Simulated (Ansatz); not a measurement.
Write a Python script for Ansatz 0.2.0, Python API that makes a single point from a YAML input of K2InBiF6, space group Fm-3m. Level of theory: PBEsol, PAW, cutoff 476 eV, 3×3×3 k-points, fixed occupations.

```cif
data_structure
_symmetry_space_group_name_H-M 'P 1'
_symmetry_Int_Tables_number 1
_cell_length_a 6.8454
_cell_length_b 6.8454
_cell_length_c 6.8454
_cell_angle_alpha 60.000
_cell_angle_beta 60.000
_cell_angle_gamma 60.000
_cell_volume 226.82
loop_
_atom_site_label
_atom_site_type_symbol
_atom_site_fract_x
_atom_site_fract_y
_atom_site_fract_z
_atom_site_occupancy
K1 K 0.75000 0.75000 0.75000 1
K2 K 0.25000 0.25000 0.25000 1
In1 In 0.50000 0.50000 0.50000 1
Bi1 Bi 0.00000 0.00000 0.00000 1
F1 F 0.76490 0.23510 0.23510 1
F2 F 0.23510 0.23510 0.76490 1
F3 F 0.23510 0.76490 0.76490 1
F4 F 0.23510 0.76490 0.23510 1
F5 F 0.76490 0.23510 0.76490 1
F6 F 0.76490 0.76490 0.23510 1
```

`k2inbif6_yaml_run.py`
```python
from collections import Counter

import ansatz as az
import numpy as np

INPUT = """
crystal:
  lattice:
    - [0.0, 4.840413, 4.840413]
    - [4.840413, 0.0, 4.840413]
    - [4.840413, 4.840413, 0.0]
  atoms:
    - { symbol: K, position: [0.75, 0.75, 0.75] }
    - { symbol: K, position: [0.25, 0.25, 0.25] }
    - { symbol: In, position: [0.5, 0.5, 0.5] }
    - { symbol: Bi, position: [0.0, 0.0, 0.0] }
    - { symbol: F, position: [0.764902, 0.235098, 0.235098] }
    - { symbol: F, position: [0.235098, 0.235098, 0.764902] }
    - { symbol: F, position: [0.235098, 0.764902, 0.764902] }
    - { symbol: F, position: [0.235098, 0.764902, 0.235098] }
    - { symbol: F, position: [0.764902, 0.235098, 0.764902] }
    - { symbol: F, position: [0.764902, 0.764902, 0.235098] }
kpoints:
  mp_grid: { grid: [3, 3, 3] }
hamiltonian:
  xc: pbesol
scf:
  occupations: { method: fixed }
basis:
  ecutwfc: "35 Ry"
output:
  forces: true
"""

res = az.Session.from_yaml(INPUT).plan(threads=1).execute()
summary = res.report

energy = summary["free_energy_ev"]
print("K2InBiF6: {:.6f} eV = {:.6f} Ry = {:.6f} Ha".format(energy, energy / 13.605693, energy / 27.211386))
print("Fermi level {:.4f} eV, {} k-points, {} symmetry operations".format(summary["fermi_energy_ev"], summary["n_kpoints"], summary["n_symmetry_ops"]))

forces = np.array(summary["forces_ev_ang"])
norms = np.linalg.norm(forces, axis=1)
print("largest force {:.4f} eV/A on atom {}".format(norms.max(), norms.argmax()))
print(np.array2string(forces, precision=4, suppress_small=True))

told = Counter((n["data"]["severity"], n["data"]["kind"]) for n in res.notices if n["event"] == "notice")
for (severity, kind), count in sorted(told.items()):
    print(f"{severity:8s} {kind} x{count}")

terms = summary["components"]
print({name: round(terms[name], 3) for name in ("e_kinetic", "e_hartree", "e_xc", "e_local", "e_nonlocal")})
```

Running `python k2inbif6_yaml_run.py` prints:
```text
K2InBiF6: -25608.335145 eV = -1882.177934 Ry = -941.088967 Ha
Fermi level 4.4262 eV, 4 k-points, 48 symmetry operations
largest force 0.1220 eV/A on atom 5
[[ 0.    -0.    -0.   ]
 [ 0.    -0.     0.   ]
 [ 0.     0.    -0.   ]
 [-0.    -0.    -0.   ]
 [-0.122  0.    -0.   ]
 [ 0.    -0.    -0.122]
 [ 0.122 -0.    -0.   ]
 [-0.    -0.122 -0.   ]
 [ 0.     0.122 -0.   ]
 [ 0.    -0.     0.122]]
audit    band_cg_iterations x1
audit    loop_bands_changed x1
audit    preconditioner_resolved x1
{'e_kinetic': 2276.456, 'e_hartree': 3244.943, 'e_xc': -1103.263, 'e_local': -8710.288, 'e_nonlocal': 1404.137}
```

Absolute energies stand on the zero of these potentials, so only differences at equal settings mean something. A total without «per atom» is that of the cell as typed. The energy terms are those on the plane-wave grid, with the one-centre PAW part apart; the terms shown are only some of the summands, so they needn't add up to F. The Fermi level of a run with fixed occupations marks the highest occupied state on its mesh, not mid-gap. The zero of the levels is a convention of the potentials, so an absolute Fermi energy is no work function. Spin-orbit coupling, which matters for elements this heavy, is left out. The structure comes from a database of computed cells and needn't be a stable or known phase. Run time: 2.8 s on 1 thread of Arm Neoverse V2, with other jobs on the host, peak memory 0.55 GiB.

(Lines on the test bed's own set-up are left out of the output.)
